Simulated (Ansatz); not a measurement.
# YMnO3: the cost of one run

Method: DFT PBEsol+U (U_eff = 7 eV on Mn d), plane waves, PAW, in Ansatz 0.2.0.

1 further run of the same task is left out (it didn't finish).

## 1. Starting point

Symmetry: P6_3/mmc, No. 194, hexagonal system. Conventional cell: a = 3.630 Å, b = 3.630 Å, c = 11.353 Å, α = 90.00°, β = 90.00°, γ = 120.00°. Y (site symmetry -3m) is surrounded by 6 O at 2.32 Å. Mn (site symmetry -6m2) is surrounded by 5 O at 1.85 to 2.10 Å. Around O (site symmetry -6m2) lie 3 Mn at 2.10 Å. O (site symmetry 3m) has 1 Mn at 1.85 Å and 3 Y at 2.32 Å as nearest neighbours.

Coordinates:

```cif
data_structure
_symmetry_space_group_name_H-M 'P6_3/mmc'
_symmetry_Int_Tables_number 194
_cell_length_a 3.6301
_cell_length_b 3.6301
_cell_length_c 11.3535
_cell_angle_alpha 90.000
_cell_angle_beta 90.000
_cell_angle_gamma 120.000
_cell_volume 129.57
loop_
_atom_site_label
_atom_site_type_symbol
_atom_site_symmetry_multiplicity
_atom_site_Wyckoff_symbol
_atom_site_fract_x
_atom_site_fract_y
_atom_site_fract_z
_atom_site_occupancy
Y1 Y 2 a 0.00000 0.00000 0.00000 1
Mn1 Mn 2 c 0.33333 0.66667 0.25000 1
O1 O 2 b 0.00000 0.00000 0.25000 1
O2 O 4 f 0.33333 0.66667 0.08707 1
```

## 2. Ferromagnetic start, free, symmetry kept, no search

Contents of input.yaml:

```yaml
crystal:
  lattice:
    - [3.63011209, 0.0, 0.0]
    - [-1.81505605, 3.14376929, 0.0]
    - [0.0, 0.0, 11.35349921]
  atoms:
    - { symbol: "Y", position: [0.0, 0.0, 0.0] }
    - { symbol: "Y", position: [0.0, 0.0, 0.5] }
    - { symbol: Mn, position: [0.3333333333, 0.6666666667, 0.25], spin: 4.0 }
    - { symbol: Mn, position: [0.6666666667, 0.3333333333, 0.75], spin: 4.0 }
    - { symbol: O, position: [0.0, 0.0, 0.25] }
    - { symbol: O, position: [0.0, 0.0, 0.75] }
    - { symbol: O, position: [0.3333333333, 0.6666666667, 0.08707] }
    - { symbol: O, position: [0.6666666667, 0.3333333333, 0.58707] }
    - { symbol: O, position: [0.3333333333, 0.6666666667, 0.41293] }
    - { symbol: O, position: [0.6666666667, 0.3333333333, 0.91293] }
basis:
  ecutwfc: 420
  ecutrho_ratio: 4
kpoints:
  mp_grid: { grid: [6, 6, 2] }
hamiltonian:
  xc: pbesol
  hubbard:
    sites: [{ site: 2, l: d, u_eff: 7.0 }, { site: 3, l: d, u_eff: 7.0 }]
scf:
  occupations: { method: gaussian, width: 0.05 }
  lower_state_search: "off"
  max_iter: 150
output:
  forces: true
  stress: true
  eigenvalues: true
  populations: true
  hubbard: { sites: [{ site: 2, l: d }, { site: 3, l: d }] }
magnetization:
  spin_polarized: true
```

On the command line:

```sh
> ansatz run input.yaml --threads 8 --pin off --max-ram 12288MiB --backend cpu --events-out ev --progress --plain --runs-dir out
```

Q: Estimate wall time and peak memory on 8 threads of Arm Neoverse V2, shared host.

About 3.4 s, with a peak of 0.85 GiB.
